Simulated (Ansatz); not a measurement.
# BH9N2Si2: rotation by 120° about the Si4–Si5 bond, part 2 of 2

Wanted: the energy profile along the rotation by 120° about the Si4–Si5 bond, from relaxed end points and a band of images. SMILES of the start: NB(N)[SiH2][SiH3].

Ansatz 0.2.0; RKS PBE0/6-31G*. The steps go on from the part before.

## (6) The band, image by image

The 7 inner images lie between the fixed ends 0 and 8. Energy is taken from image 0, and the path length is the program's own coordinate along the band.

| image | path (Å) | energy (eV) | dihedral B2–Si4–Si5–H14 (°) | band force (eV/Å) |
| --- | --- | --- | --- | --- |
| 0 | 0.000 | 0.0000 | 178 | - |
| 1 | 0.640 | 0.0095 | 167 | 0.024 |
| 2 | 1.279 | 0.0294 | 154 | 0.007 |
| 3 | 1.918 | 0.0506 | 138 | 0.003 |
| 4* | 2.557 | 0.0603 | 122 | 0.006 |
| 5 | 3.176 | 0.0513 | 105 | 0.005 |
| 6 | 3.796 | 0.0293 | 89 | 0.003 |
| 7 | 4.416 | 0.0083 | 73 | 0.004 |
| 8 | 5.036 | -0.0001 | 58 | - |

The star marks the climbing image.

image, energy (eV) and a bar:
```
        0      0.000 
        1      0.010 #####
        2      0.029 ###############
        3      0.051 #########################
        4      0.060 ##############################
        5      0.051 ##########################
        6      0.029 ###############
        7      0.008 ####
        8      0.000
```

How the highest energy settled:

```csv
iteration,highest image above image 0 (eV),largest band force (eV/Å)
1,2.0321,7.806
2,0.6183,1.929
3,0.3043,1.257
4,0.1551,0.544
5,0.0924,0.487
6,0.0704,0.300
7,0.0632,0.160
8,0.0617,0.096
9,0.0606,0.053
10,0.0604,0.031
11,0.0603,0.035
12,0.0603,0.035
13,0.0603,0.024
```

The band as a trajectory file:

```xyz
14
image=0 dE=0.0000
N    -1.624    0.815   -0.683
B    -0.838   -0.360   -0.762
N    -0.859   -1.198   -1.900
Si    0.376   -0.839    0.797
Si    1.692    0.994    1.417
H    -2.258    1.117   -1.408
H    -1.618    1.425    0.118
H    -1.426   -1.026   -2.719
H    -0.303   -2.034   -1.970
H     1.289   -1.982    0.468
H    -0.393   -1.258    2.012
H     2.554    1.445    0.286
H     0.817    2.150    1.786
H     2.579    0.720    2.586
14
image=1 dE=0.0095
N    -1.744    0.753   -0.629
B    -0.867   -0.349   -0.752
N    -0.817   -1.138   -1.925
Si    0.370   -0.812    0.794
Si    1.752    0.984    1.391
H    -2.397    1.035   -1.345
H    -1.788    1.329    0.196
H    -1.391   -0.973   -2.739
H    -0.196   -1.923   -2.024
H     1.255   -1.977    0.472
H    -0.392   -1.196    2.025
H     2.806    1.219    0.360
H     0.960    2.247    1.504
H     2.436    0.773    2.701
14
image=2 dE=0.0294
N    -1.827    0.697   -0.569
B    -0.887   -0.345   -0.740
N    -0.797   -1.080   -1.944
Si    0.376   -0.801    0.788
Si    1.795    0.979    1.360
H    -2.493    0.975   -1.276
H    -1.902    1.236    0.278
H    -1.383   -0.915   -2.750
H    -0.139   -1.829   -2.076
H     1.243   -1.979    0.464
H    -0.374   -1.167    2.033
H     3.021    0.991    0.507
H     1.114    2.295    1.170
H     2.240    0.915    2.784
14
image=3 dE=0.0506
N    -1.878    0.662   -0.510
B    -0.906   -0.343   -0.723
N    -0.806   -1.035   -1.951
Si    0.395   -0.804    0.771
Si    1.824    0.977    1.333
H    -2.555    0.945   -1.204
H    -1.962    1.172    0.354
H    -1.407   -0.865   -2.745
H    -0.129   -1.762   -2.113
H     1.260   -1.974    0.410
H    -0.321   -1.195    2.027
H     3.182    0.801    0.738
H     1.292    2.281    0.834
H     1.997    1.112    2.810
14
image=4 dE=0.0603
N    -1.910    0.643   -0.451
B    -0.924   -0.339   -0.702
N    -0.833   -1.002   -1.948
Si    0.423   -0.814    0.745
Si    1.844    0.977    1.306
H    -2.601    0.931   -1.129
H    -1.991    1.129    0.426
H    -1.450   -0.825   -2.728
H    -0.146   -1.713   -2.136
H     1.290   -1.960    0.320
H    -0.241   -1.252    2.014
H     3.275    0.660    1.020
H     1.504    2.211    0.537
H     1.745    1.326    2.755
14
image=5 dE=0.0513
N    -1.901    0.653   -0.444
B    -0.926   -0.341   -0.696
N    -0.847   -1.010   -1.938
Si    0.438   -0.824    0.733
Si    1.834    0.981    1.307
H    -2.592    0.944   -1.121
H    -1.976    1.141    0.433
H    -1.463   -0.829   -2.718
H    -0.164   -1.724   -2.128
H     1.316   -1.945    0.267
H    -0.196   -1.300    2.004
H     3.270    0.580    1.383
H     1.734    2.090    0.312
H     1.459    1.554    2.635
14
image=6 dE=0.0293
N    -1.874    0.670   -0.445
B    -0.919   -0.344   -0.695
N    -0.861   -1.025   -1.932
Si    0.454   -0.834    0.721
Si    1.813    0.986    1.315
H    -2.569    0.962   -1.117
H    -1.938    1.163    0.430
H    -1.481   -0.842   -2.709
H    -0.188   -1.750   -2.121
H     1.349   -1.930    0.229
H    -0.162   -1.342    1.989
H     3.174    0.562    1.759
H     1.990    1.930    0.172
H     1.199    1.765    2.432
14
image=7 dE=0.0083
N    -1.823    0.695   -0.449
B    -0.903   -0.349   -0.702
N    -0.889   -1.051   -1.929
Si    0.478   -0.849    0.704
Si    1.781    0.993    1.331
H    -2.528    0.992   -1.108
H    -1.855    1.202    0.420
H    -1.520   -0.864   -2.695
H    -0.237   -1.794   -2.122
H     1.400   -1.915    0.195
H    -0.133   -1.394    1.958
H     2.993    0.609    2.113
H     2.239    1.761    0.135
H     0.983    1.934    2.175
14
image=8 dE=-0.0001
N    -1.740    0.731   -0.458
B    -0.876   -0.360   -0.718
N    -0.943   -1.095   -1.923
Si    0.518   -0.869    0.671
Si    1.734    1.008    1.359
H    -2.463    1.038   -1.093
H    -1.707    1.266    0.394
H    -1.600   -0.904   -2.666
H    -0.332   -1.870   -2.121
H     1.483   -1.889    0.147
H    -0.092   -1.468    1.901
H     2.752    0.703    2.407
H     2.442    1.640    0.206
H     0.810    2.041    1.922
```

## (7) Frequencies at the highest image

The geometry is the highest inner image of the first converged band.

Input file input.yaml:

```yaml
crystal:
  periodic: [false, false, false]
  atoms:
    - { symbol: "N", position_ang: [-1.909843, 0.643062, -0.450854] }
    - { symbol: B, position_ang: [-0.924149, -0.339426, -0.70234] }
    - { symbol: "N", position_ang: [-0.832663, -1.002289, -1.947751] }
    - { symbol: Si, position_ang: [0.423304, -0.814262, 0.745005] }
    - { symbol: Si, position_ang: [1.844475, 0.97676, 1.305815] }
    - { symbol: H, position_ang: [-2.60056, 0.930685, -1.129374] }
    - { symbol: H, position_ang: [-1.991249, 1.129123, 0.426488] }
    - { symbol: H, position_ang: [-1.449679, -0.825205, -2.727943] }
    - { symbol: H, position_ang: [-0.145601, -1.712962, -2.136303] }
    - { symbol: H, position_ang: [1.289966, -1.960363, 0.320029] }
    - { symbol: H, position_ang: [-0.240904, -1.251542, 2.014201] }
    - { symbol: H, position_ang: [3.275289, 0.660153, 1.020015] }
    - { symbol: H, position_ang: [1.503861, 2.211289, 0.537175] }
    - { symbol: H, position_ang: [1.744855, 1.325676, 2.754639] }
basis:
  gaussian: { orbitals: "6-31G*" }
hamiltonian:
  xc: pbe0
phonons: {}
```

On the command line:

```console
> ansatz run input.yaml --threads 2 --pin off --max-ram 3072MiB --backend cpu --events-out ev --progress --plain --runs-dir out
```

What it wrote, cut to the lines that bear on the results:

```text
Warning: RAYON_NUM_THREADS=2 ignored (pool sized by the plan → 2); use --threads N
[...]
Functional definition: PBE0
[...]
1140 factors; integrals over basis functions are off by at most 7.3e-4 eV
[...]
mean field -19547.83995137 eV, -718.3698682112 hartree, gradient 9.7e-6 eV, S^2 0.000000; 0 other end points of the search recorded, 0 dependent functions left out
[...]
reference -19547.83998213 eV, -718.3698693415 hartree; 28, 28 occupied and 73, 73 virtual orbitals, 1140 factors
[...]
1140 factors; integrals over basis functions are off by at most 7.3e-4 eV
mean field -19547.83982380 eV, -718.3698635231 hartree, gradient 2.4e-6 eV, S^2 0.000000; 0 other end points of the search recorded, 0 dependent functions left out
[...]
reference -19547.83985456 eV, -718.3698646532 hartree; 28, 28 occupied and 73, 73 virtual orbitals, 1140 factors
[...]
1140 factors; integrals over basis functions are off by at most 7.3e-4 eV
[...]
WARN: phonons: modes at or below zero, which the zero-point energy, F, S and C_V leave out: 1, the lowest at -110.51 cm⁻¹. A minimum has none, and a first-order saddle one
[...]
Atom 6 at    -1.991249     1.129123     0.426488 Å, force    -0.002912     0.001791    -0.001586 eV/Å
Atom 7 at    -1.449679    -0.825205    -2.727943 Å, force     0.000623    -0.001633     0.000839 eV/Å
Atom 8 at    -0.145601    -1.712962    -2.136303 Å, force    -0.002515     0.000009    -0.000418 eV/Å
Atom 9 at     1.289966    -1.960363     0.320029 Å, force     0.001381     0.001381    -0.000196 eV/Å
Atom 10 at    -0.240904    -1.251542     2.014201 Å, force    -0.000855    -0.000433    -0.000687 eV/Å
Atom 11 at     3.275289     0.660153     1.020015 Å, force     0.000799     0.001661     0.000083 eV/Å
Atom 12 at     1.503861     2.211289     0.537175 Å, force    -0.000909    -0.001066     0.000202 eV/Å
Atom 13 at     1.744855     1.325676     2.754639 Å, force    -0.000018    -0.000323     0.000160 eV/Å
Dipole moment:    -0.439842     0.047173    -0.439808 e Å
Vibrations: -110.51 9.91 87.94 187.92 312.98 318.07 373.52 393.47 409.36 438.32 447.72 526.67 543.97 558.34 622.18 701.25 741.12 871.02 889.50 931.40 940.87 947.51 951.55 1263.30 1418.13 1669.43 1677.24 2204.36 2210.75 2232.48 2239.78 2243.46 3623.89 3627.28 3739.77 3740.89 cm⁻¹, [...]
```

Wall time 3.2 min (2 threads of Arm Neoverse V1, shared host); peak memory 0.23 GiB.

Of 36 modes, 1 is imaginary by more than 30 cm⁻¹ (111i cm⁻¹).

## (8) The band again, with other settings

crystal.atoms is end A as relaxed above, and neb.final_atoms is end B, turned to lie on A. With 7 inner images the band has 9 in all.

Input file input.yaml:

```yaml
crystal:
  periodic: [false, false, false]
  atoms:
    - { symbol: "N", position_ang: [-1.623539, 0.814721, -0.682698] }
    - { symbol: B, position_ang: [-0.838365, -0.359509, -0.762224] }
    - { symbol: "N", position_ang: [-0.859018, -1.19787, -1.90005] }
    - { symbol: Si, position_ang: [0.376224, -0.839329, 0.796511] }
    - { symbol: Si, position_ang: [1.691525, 0.994447, 1.417472] }
    - { symbol: H, position_ang: [-2.258216, 1.117291, -1.408144] }
    - { symbol: H, position_ang: [-1.618245, 1.42507, 0.117979] }
    - { symbol: H, position_ang: [-1.425882, -1.026024, -2.718511] }
    - { symbol: H, position_ang: [-0.303467, -2.033982, -1.969967] }
    - { symbol: H, position_ang: [1.288679, -1.981621, 0.468281] }
    - { symbol: H, position_ang: [-0.392713, -1.257518, 2.01196] }
    - { symbol: H, position_ang: [2.554463, 1.444779, 0.285629] }
    - { symbol: H, position_ang: [0.817125, 2.150441, 1.786206] }
    - { symbol: H, position_ang: [2.57853, 0.719804, 2.586357] }
basis:
  gaussian: { orbitals: "6-31G*" }
hamiltonian:
  xc: pbe0
neb:
  order_check: false
  images: 7
  f_tol: 0.03
  max_iterations: 60
  initial_path: linear
  final_atoms:
    - { symbol: "N", position_ang: [-1.73960548, 0.73058013, -0.45803076] }
    - { symbol: B, position_ang: [-0.87606508, -0.3595739, -0.71785462] }
    - { symbol: "N", position_ang: [-0.94264743, -1.09509752, -1.92286413] }
    - { symbol: Si, position_ang: [0.51836927, -0.86946016, 0.67086656] }
    - { symbol: Si, position_ang: [1.73418547, 1.00826022, 1.35900334] }
    - { symbol: H, position_ang: [-2.46294571, 1.03773755, -1.09262524] }
    - { symbol: H, position_ang: [-1.707426, 1.26641325, 0.39362882] }
    - { symbol: H, position_ang: [-1.60003728, -0.90357896, -2.66571804] }
    - { symbol: H, position_ang: [-0.33211801, -1.86994932, -2.12118305] }
    - { symbol: H, position_ang: [1.48307694, -1.8893516, 0.14720936] }
    - { symbol: H, position_ang: [-0.09225723, -1.46843395, 1.90073793] }
    - { symbol: H, position_ang: [2.75225105, 0.70285226, 2.40704053] }
    - { symbol: H, position_ang: [2.4418713, 1.63966805, 0.20613263] }
    - { symbol: H, position_ang: [0.81044921, 2.04063397, 1.92245768] }
```

On the command line:

```console
> ansatz run input.yaml --threads 2 --pin off --max-ram 3072MiB --backend cpu --events-out ev --progress --plain --runs-dir out
```

What it wrote, cut to the lines that bear on the results:

```text
Warning: RAYON_NUM_THREADS=2 ignored (pool sized by the plan → 2); use --threads N
[...]
[... 1 set-up line as earlier in the session ...]
[...]
1140 factors; integrals over basis functions are off by at most 5.8e-4 eV
[...]
mean field -19547.90024163 eV, -718.3720838373 hartree, gradient 4.0e-5 eV, S^2 0.000000; 0 other end points of the search recorded, 0 dependent functions left out
[...]
reference -19547.90027191 eV, -718.3720849499 hartree; 28, 28 occupied and 73, 73 virtual orbitals, 1140 factors
1140 factors; integrals over basis functions are off by at most 5.4e-4 eV
[...]
mean field -19547.90034836 eV, -718.3720877594 hartree, gradient 3.9e-5 eV, S^2 0.000000; 0 other end points of the search recorded, 0 dependent functions left out
[...]
reference -19547.90037879 eV, -718.3720888778 hartree; 28, 28 occupied and 73, 73 virtual orbitals, 1140 factors
[...]
Atom 4 at     1.901101     1.025743     1.200513 Å, force    -0.011447    -0.005780    -0.004214 eV/Å
Atom 5 at    -2.654703     0.954017    -0.837783 Å, force     0.002391    -0.001076     0.003045 eV/Å
Atom 6 at    -1.775790     1.216946     0.572005 Å, force     0.004474    -0.003763     0.001046 eV/Å
Atom 7 at    -1.853364    -0.918343    -2.505342 Å, force     0.003863    -0.002000     0.002289 eV/Å
Atom 8 at    -0.484141    -1.816575    -2.110700 Å, force     0.004523     0.002329     0.008430 eV/Å
Atom 9 at     1.488493    -1.835939    -0.044438 Å, force    -0.003569    -0.003340    -0.001554 eV/Å
Atom 10 at     0.115506    -1.459632     1.872582 Å, force    -0.000876    -0.000827    -0.000352 eV/Å
Atom 11 at     3.322836     0.862976     0.776325 Å, force     0.002944    -0.000657     0.000396 eV/Å
Atom 12 at     1.394829     2.282885     0.571782 Å, force     0.001534     0.003734     0.002067 eV/Å
Atom 13 at     1.895536     1.247301     2.677384 Å, force     0.003018     0.002824     0.002299 eV/Å
Dipole moment:    -0.490451     0.043142    -0.384343 e Å
this run last wrote the band of iteration 12 to <dir>
```

Wall time 4.8 min (2 threads of Arm Neoverse V1, shared host); peak memory 0.23 GiB.

## (9) The band, image by image

The 7 inner images lie between the fixed ends 0 and 8. Energy is taken from image 0, and the path length is the program's own coordinate along the band.

| image | path (Å) | energy (eV) | dihedral B2–Si4–Si5–H14 (°) | band force (eV/Å) |
| --- | --- | --- | --- | --- |
| 0 | 0.000 | 0.0000 | 178 | - |
| 1 | 0.586 | 0.0095 | 163 | 0.009 |
| 2 | 1.172 | 0.0306 | 149 | 0.024 |
| 3 | 1.758 | 0.0511 | 134 | 0.012 |
| 4* | 2.344 | 0.0599 | 119 | 0.011 |
| 5 | 2.936 | 0.0515 | 104 | 0.015 |
| 6 | 3.528 | 0.0304 | 88 | 0.021 |
| 7 | 4.120 | 0.0089 | 73 | 0.009 |
| 8 | 4.712 | -0.0001 | 58 | - |

The star marks the climbing image.

image, energy (eV) and a bar:
```
        0      0.000 
        1      0.009 #####
        2      0.031 ###############
        3      0.051 ##########################
        4      0.060 ##############################
        5      0.052 ##########################
        6      0.030 ###############
        7      0.009 ####
        8      0.000
```

## (10) Outcome

What follows sums up all 2 parts.

| quantity | value |
| --- | --- |
| end A | 9 moves, 1.564 eV lower |
| end B | 10 moves, 1.558 eV lower |
| first band: barrier forwards | 0.060 eV |
| first band: barrier backwards | 0.060 eV |
| first band: second end relative to first | 0.000 eV |
| first band: highest image | 4 of 0 to 8, climbing |
| first band: band iterations | 13 |
| imaginary modes at the top | 111i cm⁻¹ |
| second band | top 0.060 eV above image 0, 12 iterations, 7 inner images |
| time, first and second band | 5.3 min and 4.8 min |

In words: In the first band: the barrier from the first end is 0.060 eV, 2.3 times kT at 300 K. The two ends lie within 1 meV of each other. The listed dihedral goes from 178° at end A through 122° at the highest image to 58° at end B. One imaginary mode, as a first-order saddle point has. The second band's top agrees with the first's to 1 meV, so the changed settings hardly move the height. Zero-point energy and entropy are left out.
